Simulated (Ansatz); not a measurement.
# NaTi2B6: the cost of one run

Program: Ansatz 0.2.0. Level of theory: DFT PBE, scalar-relativistic, plane waves, PAW. These are calculated values, not measurements.

## (1) The system as given

The structure is cubic, space group Fm-3m (No. 225). The conventional cell has a = 6.923 Å, b = 6.923 Å, c = 6.923 Å, α = 90.00°, β = 90.00°, γ = 90.00°. Around Na (site symmetry m-3m) lie 6 B at 1.63 Å. Ti (site symmetry -43m) is surrounded by 12 B at 2.45 Å. Around B (site symmetry 4mm) lie 1 Na at 1.63 Å.

As a file:

```cif
data_structure
_symmetry_space_group_name_H-M 'P 1'
_symmetry_Int_Tables_number 1
_cell_length_a 4.8956
_cell_length_b 4.8956
_cell_length_c 4.8956
_cell_angle_alpha 60.000
_cell_angle_beta 60.000
_cell_angle_gamma 60.000
_cell_volume 82.97
loop_
_atom_site_label
_atom_site_type_symbol
_atom_site_fract_x
_atom_site_fract_y
_atom_site_fract_z
_atom_site_occupancy
Na1 Na 0.00000 0.00000 0.00000 1
Ti1 Ti 0.25000 0.25000 0.25000 1
Ti2 Ti 0.75000 0.75000 0.75000 1
B1 B 0.76504 0.23496 0.23496 1
B2 B 0.23496 0.76504 0.76504 1
B3 B 0.23496 0.76504 0.23496 1
B4 B 0.76504 0.23496 0.76504 1
B5 B 0.23496 0.23496 0.76504 1
B6 B 0.76504 0.76504 0.23496 1
```

A structure generator made this guess: species swapped into a database cell of K2SnF6 (Fm-3m, No. 225), with Ti on the K sites, Na on the Sn sites and B on the F sites. Lengths come from tabulated atomic sizes and are only a guess.

## (2) Probe: one point on a coarse mesh

input.yaml reads:

```yaml
crystal:
  lattice:
    - [0.0, 3.46173942, 3.46173942]
    - [3.46173942, 0.0, 3.46173942]
    - [3.46173942, 3.46173942, 0.0]
  atoms:
    - { symbol: Na, position: [0.0, 0.0, 0.0] }
    - { symbol: Ti, position: [0.25, 0.25, 0.25] }
    - { symbol: Ti, position: [0.75, 0.75, 0.75] }
    - { symbol: B, position: [0.76503542, 0.23496458, 0.23496458] }
    - { symbol: B, position: [0.23496458, 0.76503542, 0.76503542] }
    - { symbol: B, position: [0.23496458, 0.76503542, 0.23496458] }
    - { symbol: B, position: [0.76503542, 0.23496458, 0.76503542] }
    - { symbol: B, position: [0.23496458, 0.23496458, 0.76503542] }
    - { symbol: B, position: [0.76503542, 0.76503542, 0.23496458] }
basis:
  ecutwfc: 420
kpoints:
  mp_grid: { grid: [4, 4, 4] }
hamiltonian:
  xc: pbe
scf:
  occupations: { method: gaussian, width: 0.1 }
  lower_state_search: "off"
output:
  forces: true
  stress: true
  eigenvalues: true
```

Started as:

```sh
> ansatz run input.yaml --threads 1 --pin off --max-ram 2048MiB --backend cpu --events-out ev --progress --plain --runs-dir out
```

**Question.** How long does this run take on 1 thread of Intel Xeon 6975P-C (Granite Rapids), shared host, and how much memory does it need?

About 1.2 s, with a peak of 0.41 GiB.
